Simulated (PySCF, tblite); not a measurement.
# C4H14BNSi: geometry, infrared bands and NMR shifts

Aim: predict the infrared bands and NMR shifts of C4H14BNSi (`C[N@H+]1[BH2-]C[Si]1(C)C`).

Programs: tblite 0.8.0 and PySCF 2.14.0, with density-fitted response routines of our own. Each step states its level of theory. These are calculated values for one molecule in the gas phase, unless marked as measured. Atoms are numbered from 0 throughout.

**1. The starting structure**

21 atoms, charge 0, multiplicity 1; geometry from: force field or distance geometry start.

Bonds of the start (Å): C0–N1 1.43, N1–B2 1.55, B2–C3 1.57, C3–Si4 1.84, Si4–C5 1.85, Si4–C6 1.83, Si4–N1 1.77, C0–H7 1.12, C0–H8 1.09, C0–H9 1.12, N1–H10 1.05, B2–H11 1.20, B2–H12 1.19, C3–H13 1.10, C3–H14 1.11, C5–H15 1.11, C5–H16 1.10, C5–H17 1.11, C6–H18 1.10, C6–H19 1.11, C6–H20 1.12.

**2. Geometry optimisation with GFN2-xTB**

Job settings and geometry (Å):

```
{"job": {"kind": "relax", "xc": "GFN2-xTB", "basis": "xTB"}, "charge": 0, "multiplicity": 1}
C     -1.313200    -0.905500    -1.399200
N     -1.019100     0.090400    -0.413500
B     -1.622800    -0.178600     0.985500
C     -0.301300     0.335000     1.670900
Si     0.663500     0.260800     0.106600
C      1.387500     1.855100    -0.499400
C      1.769900    -1.196200     0.069100
H     -1.581900    -0.360100    -2.337800
H     -0.490600    -1.583100    -1.647900
H     -2.218600    -1.502000    -1.122000
H     -1.385600     1.017200    -0.733700
H     -2.530200     0.555200     1.271800
H     -1.893400    -1.322600     1.175700
H     -0.308500     1.346900     2.089800
H      0.079900    -0.412200     2.391100
H      2.393800     2.008200    -0.047100
H      0.709200     2.668600    -0.203100
H      1.480700     1.783500    -1.601000
H      1.276700    -2.172700     0.164300
H      2.400500    -1.175400    -0.842900
H      2.494400    -1.095500     0.922500
```

Run with:

```sh
$ OMP_NUM_THREADS=1 python probes_run.py task.json out
```

One launch serves the whole session: the jobs run in the order shown.

**Question.** This job is followed by: GFN2-xTB harmonic vibrations, gas phase; GIAO PBE0/pcSseg-1 NMR shielding, non-relativistic, gas phase. What will the session give for the following? strongest single infrared mode (GFN2-xTB); zero-point energy (GFN2-xTB); ¹³C shifts against TMS (PBE0/pcSseg-1); ¹H shifts against TMS (PBE0/pcSseg-1, means over atoms taken as alike); ¹⁵N shifts against NH3 (PBE0/pcSseg-1); ¹¹B shifts against BF3·OEt2 (PBE0/pcSseg-1); ²⁹Si shifts against TMS (PBE0/pcSseg-1).

**Answer**, as computed:

```
                                                              quantity                                               value
                             strongest single infrared mode (GFN2-xTB)                               2473 cm⁻¹, 274 km/mol
                                          zero-point energy (GFN2-xTB)                                      111.8 kcal/mol
                                ¹³C shifts against TMS (PBE0/pcSseg-1)                            35.3, 3.7, 1.0, -0.9 ppm
¹H shifts against TMS (PBE0/pcSseg-1, means over atoms taken as alike)  3.14, 2.67, 2.35, 1.37, 0.40, 0.38, 0.34, 0.25 ppm
                                ¹⁵N shifts against NH3 (PBE0/pcSseg-1)                                            40.4 ppm
                           ¹¹B shifts against BF3·OEt2 (PBE0/pcSseg-1)                                           -13.9 ppm
                               ²⁹Si shifts against TMS (PBE0/pcSseg-1)                                            47.7 ppm
```

What this shows: The optimisation took 119 steps and gained 1.188 eV; among the close pairs (by a distance rule), N1–B2 changed most, from 1.547 to 1.676 Å. No mode is imaginary among the 57: a minimum at this level. The strongest single mode, at 2473 cm⁻¹, moves mainly H11. Unscaled tight-binding wavenumbers are off by several per cent, some by more. Its intensities can rank the bands wrongly. At PBE0/pcSseg-1: The largest span, 68 ppm, is at Si4, where the paramagnetic term is -581 ppm.
